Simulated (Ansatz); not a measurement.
# BaCa3F8: the cell at several levels of theory

How does the equilibrium cell of BaCa3F8 (fluorite host) depend on the functional? It is relaxed with PBE, r2SCAN and PBEsol. This is a trial cell built on a prototype, not taken from a measured structure, and it needn't be the compound's ground state.

Code: Ansatz 0.2.0. PAW datasets, plane waves, zero pressure. Values at 0 K without nuclear motion; spin polarisation is off, and the phase may be a hypothetical one.

### 1 The system as given

The symmetry is Cmmm (No. 65, orthorhombic); conventional cell a = 8.008 Å, b = 11.325 Å, c = 4.004 Å, 15.13 Å³ an atom. Ba has 8 F at 2.45 Å; F has 4 Ca at 2.45 Å; F has 2 Ba at 2.45 Å and 2 Ca at 2.45 Å; Ca has 8 F at 2.45 Å; F has 1 Ba at 2.45 Å and 3 Ca at 2.45 Å.

As a file:

Space group Cmmm (No. 65). a = 8.008 Å, b = 11.325 Å, c = 4.004 Å, α = 90.00°, β = 90.00°, γ = 90.00°
```json
{"atom": "Ba", "site": "2a", "symmetry": "mmm", "x": "0.0000", "y": "0.0000", "z": "0.0000"}
{"atom": "F", "site": "4j", "symmetry": "m2m", "x": "0.5000", "y": "0.1250", "z": "0.5000"}
{"atom": "F", "site": "4j", "symmetry": "m2m", "x": "0.5000", "y": "0.3750", "z": "0.5000"}
{"atom": "Ca", "site": "4f", "symmetry": "..2/m", "x": "0.2500", "y": "0.7500", "z": "0.5000"}
{"atom": "F", "site": "8p", "symmetry": "..m", "x": "0.7500", "y": "0.8750", "z": "0.0000"}
{"atom": "Ca", "site": "2b", "symmetry": "mmm", "x": "0.5000", "y": "0.0000", "z": "0.0000"}
```

### 2 Relaxing with PBE

input.yaml

```yaml
crystal:
  lattice:
    - [4.00415391, -5.66272877, 0.0]
    - [4.00415391, 5.66272877, 0.0]
    - [0.0, 0.0, 4.00415391]
  atoms:
    - { symbol: Ba, position: [0.0, 0.0, 0.0] }
    - { symbol: F, position: [0.375, 0.625, 0.5] }
    - { symbol: F, position: [0.125, 0.875, 0.5] }
    - { symbol: Ca, position: [0.5, 0.0, 0.5] }
    - { symbol: F, position: [0.875, 0.625, 0.0] }
    - { symbol: F, position: [0.625, 0.875, 0.0] }
    - { symbol: Ca, position: [0.0, 0.5, 0.5] }
    - { symbol: F, position: [0.375, 0.125, 0.0] }
    - { symbol: F, position: [0.125, 0.375, 0.0] }
    - { symbol: Ca, position: [0.5, 0.5, 0.0] }
    - { symbol: F, position: [0.875, 0.125, 0.5] }
    - { symbol: F, position: [0.625, 0.375, 0.5] }
kpoints:
  mp_grid: { grid: [4, 4, 6] }
hamiltonian:
  xc: pbe
scf:
  occupations: { method: fermi_dirac, width: 0.02 }
relax:
  f_tol: 0.005
  cell: {}
output:
  write_density: true
  write_potential: true
  elf: true
  volumetric_format: npy
```

The runs that follow: r2SCAN: cell and atoms; Relaxation with PBEsol.

Q: Predict the outcome of this session. Wanted: for each run, a; b; c; volume; space group; SCF geometries.

As calculated:

```
 level  a (Å)   b (Å)  c (Å)  volume (Å³/atom)  space group  SCF geometries
   PBE  8.049  11.495  4.017            15.485         Cmmm               8
r2SCAN  7.956  11.379  3.961            14.942         Cmmm               7
PBEsol  7.918  11.314  3.948            14.736         Cmmm               8
```

What this shows: From the start to the first minimum the volume moved by +2.3 %. The volume runs from PBEsol (least) to PBE (most), a spread of 5.1 %, or 1.7 % in length if all axes shared it alike.
